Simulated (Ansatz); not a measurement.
# WS2 (Tungstenite): the cost of one run

Program: Ansatz 0.2.0. Level of theory: DFT LDA, all-electron LAPW, scalar-relativistic unless said. These are calculated values, not measurements.

The COD entry's cell or inner coordinates are ideal or old and differ from later refinements, so a difference from it is no clean test against experiment.

## (1) Starting point

The structure is hexagonal, space group P6_3/mmc (No. 194). Conventional cell: a = 3.127 Å, b = 3.127 Å, c = 12.159 Å, α = 90.00°, β = 90.00°, γ = 120.00°. W (site symmetry -6m2) has 6 S at 2.39 Å as nearest neighbours. S (site symmetry 3m) is surrounded by 3 W at 2.39 Å.

As a file:

```xyz
6
Lattice="3.1268 0.0000 0.0000 -1.5634 2.7079 0.0000 0.0000 0.0000 12.1592" Properties=species:S:1:pos:R:3 pbc="T T T"
W     0.0000    1.8053    3.0398
W     1.5634    0.9026    9.1194
S     0.0000    1.8053    7.5574
S     1.5634    0.9026    1.4778
S     0.0000    1.8053   10.6814
S     1.5634    0.9026    4.6018
```

Cartesian axes are those of the input's lattice vectors. The structure goes back to a database entry.

## (2) Reference run, fine mesh, LAPW

input.yaml

```yaml
crystal:
  lattice:
    - [3.12682340703, 0.0, 0.0]
    - [-1.56341170351, 2.70790850364, 0.0]
    - [0.0, 0.0, 12.1591875586]
  atoms:
    - { symbol: W, position: [0.333333333333, 0.666666666667, 0.25] }
    - { symbol: W, position: [0.666666666667, 0.333333333333, 0.75] }
    - { symbol: S, position: [0.333333333333, 0.666666666667, 0.621535398172] }
    - { symbol: S, position: [0.666666666667, 0.333333333333, 0.121535398172] }
    - { symbol: S, position: [0.333333333333, 0.666666666667, 0.878464601828] }
    - { symbol: S, position: [0.666666666667, 0.333333333333, 0.378464601828] }
kpoints:
  mp_grid: { grid: [6, 6, 2] }
scf:
  occupations: { method: fixed }
hamiltonian:
  xc: lda
  pseudopotentials: { kind: all_electron, lapw: { basis_error: 0.001 } }
output:
  forces: true
  stress: true
  eigenvalues: true
  eigenstates:
    nscf_kmesh: { grid: [10, 10, 4] }
    de_dk: true
    e_range: [-9, 10.84242672863]
checkpoint:
  write: ck
  write_wavefunctions: false
```

Command:

```console
> ansatz run input.yaml --threads 1 --pin off --max-ram 3072MiB --backend cpu --events-out ev --progress --plain --runs-dir out
```

Q: Estimate wall time and peak memory on 1 thread of Intel Xeon Platinum 8488C (Sapphire Rapids), shared host.

About 79 s, with a peak of 0.61 GiB.
